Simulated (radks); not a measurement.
**F⁺ in [He] 2s2 2p3.5 3p0.5: an all-electron calculation**

What are the levels of the fluorine ion F+, how large are its shells, and how does its energy divide?

Method: scalar-relativistic Kohn-Sham, PW91, spin-polarised, spherical densities, finite nucleus; open shells are filled with parallel spins first. Code: radks (a radial shooting solver on a logarithmic mesh, Libxc functionals) version 1.

## 1. The system

| Item | Value |
| --- | --- |
| element | fluorine (Z = 9) |
| charge | +1 |
| electrons | 8 |
| configuration | [He] 2s2 2p3.5 3p0.5 |
| nuclear rms radius | 2.8976 fm |

## 2. The run

Settings of this run:

```text
Z 9
configuration [He] 2s2 2p3.5 3p0.5
relativity scalar-relativistic
functional pw91,pw91
spin polarised
nucleus finite rms 2.8976 fm
c 137.035999084
```

**Question.** What will this run give?

The runs gave:

| quantity | value |
| --- | --- |
| total energy | -98.74091 hartree |
| exchange-correlation share of it | 9.80 % |
| −T/E | 0.9997 |
| highest occupied level | 3p up, -6.288 eV |
| most extended occupied level | 3p up, <r> = 4.17 bohr |
| radius at density 0.001 e/bohr³ | 3.40 bohr |
| maxima of the radial density | 2 |

3 principal shells are occupied and 2 maxima appear in the radial density; where shells overlap, one shows as a shoulder or not at all. This is not the tabulated ground configuration, so its levels and sizes aren't those of the ground state, and no measured value stands beside it.
